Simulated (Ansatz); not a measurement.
Working through energies of removing a hydrogen of C2H8Ge, SMILES [CH3][GeH2][CH3]

Program: Ansatz's Python interface.

At the Python prompt:
```pycon
>>> import ansatz
>>> def energy_of(molecule, charge=0, unpaired=0):
...     calc = (
...         molecule.calculation()
...         .basis(gaussian='cc-pVDZ')
...         .functional('CAM-B3LYP')
...     )
...     if charge:
...         calc = calc.charge(charge)
...     if unpaired:
...         calc = calc.spin('collinear', total=unpaired)
...     report = calc.run(threads=1, backend='cpu').report
...     if report['published_state_doubts']:
...         print('  doubts:', report['published_state_doubts'])
...     return report['free_energy_ev']
...
>>> def without(molecule, index):
...     rest = ansatz.Crystal.molecule()
...     for i, site in enumerate(molecule.cartesian_sites):
...         if i != index:
...             rest = rest.atom(site.symbol, site.position_ang)
...     return rest
...
>>> system = (
...     ansatz.Crystal.molecule()
...     .atom('C', (-1.2016, 0.908, -0.41))
...     .atom('Ge', (-0.2097, -0.6864, -0.3177))
...     .atom('C', (1.3831, -0.3455, 0.6871))
...     .atom('H', (-2.1022, 0.7743, -1.0058))
...     .atom('H', (-0.6501, 1.7333, -0.9423))
...     .atom('H', (-1.5162, 1.303, 0.6006))
...     .atom('H', (0.1957, -1.1473, -1.7426))
...     .atom('H', (-1.0008, -1.7663, 0.3819))
...     .atom('H', (2.0147, 0.459, 0.2389))
...     .atom('H', (1.149, -0.0099, 1.7469))
...     .atom('H', (2.0035, -1.2791, 0.7834))
... )
>>> whole = energy_of(system, 0)
>>> hydrogen = energy_of(ansatz.Crystal.molecule().atom('H', (0, 0, 0)), 0, 1)
>>> print(f'E(molecule) = {whole:.5f} eV, E(H) = {hydrogen:.5f} eV')
E(molecule) = -58723.64505 eV, E(H) = -13.54839 eV
>>> for index in [10, 7]:
...     radical = energy_of(without(system, index), 0, 1)
...     print(f'H{index}: homolysis {(radical + hydrogen - whole):.3f} eV')
...
H10: homolysis 4.900 eV
H7: homolysis 3.874 eV
```

Reading the output:
- Total energies depend on the basis set; only differences at equal settings carry meaning.
- The geometry is a force-field or estimated start, not a minimum of this method, and the basis set is short of its limit. All parts are taken at fixed geometry, without zero-point energy.
- Hardware and time: 18 s on 1 thread of Arm Neoverse V1, with other jobs on the host, peak memory 0.34 GiB.
